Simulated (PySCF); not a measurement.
# C2H10O2Si2: the cost of one run

Computed with PySCF 2.14.0, with density-fitted response routines of our own, on a single molecule in the gas phase. Atoms are numbered from 0 throughout.

## 1. The starting structure

16 atoms, charge 0, multiplicity 1; geometry from: GFN2-xTB.

Bonds of the start (Å): O0–C1 1.41, C1–C2 1.52, C2–Si3 1.90, Si3–O4 1.63, O4–Si5 1.61, O0–H6 0.96, C1–H7 1.10, C1–H8 1.10, C2–H9 1.09, C2–H10 1.09, Si3–H11 1.46, Si3–H12 1.46, Si5–H13 1.46, Si5–H14 1.46, Si5–H15 1.46.

## 2. Ultraviolet spectrum: CAM-B3LYP/def2-SVPD

What the job is given:

```
{"job": {"kind": "uv", "xc": "CAM-B3LYP", "basis": "def2-SVPD", "nstates": 8, "ntriplets": 3}, "charge": 0, "multiplicity": 1}
O      2.514938    -1.041610     0.018704
C      2.316192     0.346849     0.195362
C      0.879775     0.637002    -0.200021
Si    -0.188787    -0.793801     0.459471
O     -1.744452    -0.323243     0.455415
Si    -3.217233     0.296506     0.233316
H      3.389032    -1.290575     0.336402
H      2.469702     0.614742     1.249893
H      3.035640     0.916476    -0.411350
H      0.577610     1.607024     0.192026
H      0.807366     0.689558    -1.285986
H     -0.121400    -1.976553    -0.390939
H      0.108462    -1.055744     1.869027
H     -3.896348     0.197729     1.523894
H     -3.068671     1.690383    -0.189077
H     -3.869425    -0.505800    -0.800064
```

Method: TDDFT CAM-B3LYP/def2-SVPD, vertical, gas phase, core orbitals frozen in the response.

Launch:

```console
OMP_NUM_THREADS=1 python probes_run.py task.json out
```

The driver reads the jobs from task.json and runs them one after another.

**Question.** How long does this job take on 1 thread of Intel Xeon Platinum 8488C, shared host, and how much memory does it need?

About 57 s, with a peak of 0.97 GiB.
